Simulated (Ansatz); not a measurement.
Run this with the Python package of Ansatz (0.2.0) and show what comes out.

`bega.xyz`
```text
2

Be    0.00000    0.00000    0.00000
Ga    0.00000    0.00000    2.16500
```

`bega.py`:
```python
import ansatz as az
import numpy as np


def main() -> None:
    mol = az.Crystal.molecule_from_extxyz('bega.xyz')

    setup = mol.calculation()
    setup = setup.functional('B3LYP').spin('collinear', total=1)
    setup = setup.forces()
    sets = {'none': 'cc-pVTZ', 'scalar': 'cc-pVTZ-DK'}
    found = {kind: setup.basis(gaussian=basis).pseudopotentials(relativity=kind).run().report for kind, basis in sets.items()}
    for kind, each in found.items():
        dipole = 4.803205 * np.linalg.norm(each['charge_distribution']['dipole_moment_e_ang'])
        print(f'{kind:7s} E = {each["free_energy_ev"]:.4f} eV  dipole {dipole:.3f} D  largest force component {np.abs(each["forces_ev_ang"]).max():.4f} eV/A')
    print(f'relativity lowers the total energy by {found["none"]["free_energy_ev"] - found["scalar"]["free_energy_ev"]:.3f} eV')


if __name__ == '__main__':
    main()
```

```console
$ python bega.py
none    E = -52778.8632 eV  dipole 0.260 D  largest force component 1.3945 eV/A
scalar  E = -53295.8456 eV  dipole 0.175 D  largest force component 1.3368 eV/A
relativity lowers the total energy by 516.982 eV
```

The total moves by -517.0 eV, nearly all in the cores, and the dipole from 0.26 to 0.18 D.

Caveats:
- Total energies depend on the basis set; only differences at equal settings carry meaning.
- The geometry is a force-field or estimated start, not a minimum of this method. The basis set changes with the Hamiltonian (a set recontracted for scalar relativity), and most of the change in the total lies in the cores.
- The run takes the species as open-shell (spin multiplicity 2), which needn't be its ground state.
- b3lyp holds the VWN-RPA fit, as in Gaussian; the form of ORCA and Turbomole is b3lyp5.
- The spin state was assumed, and another may lie lower.
- Finished in 18 s on 1 thread of Arm Neoverse V1, on a shared host, peak memory 0.27 GiB.
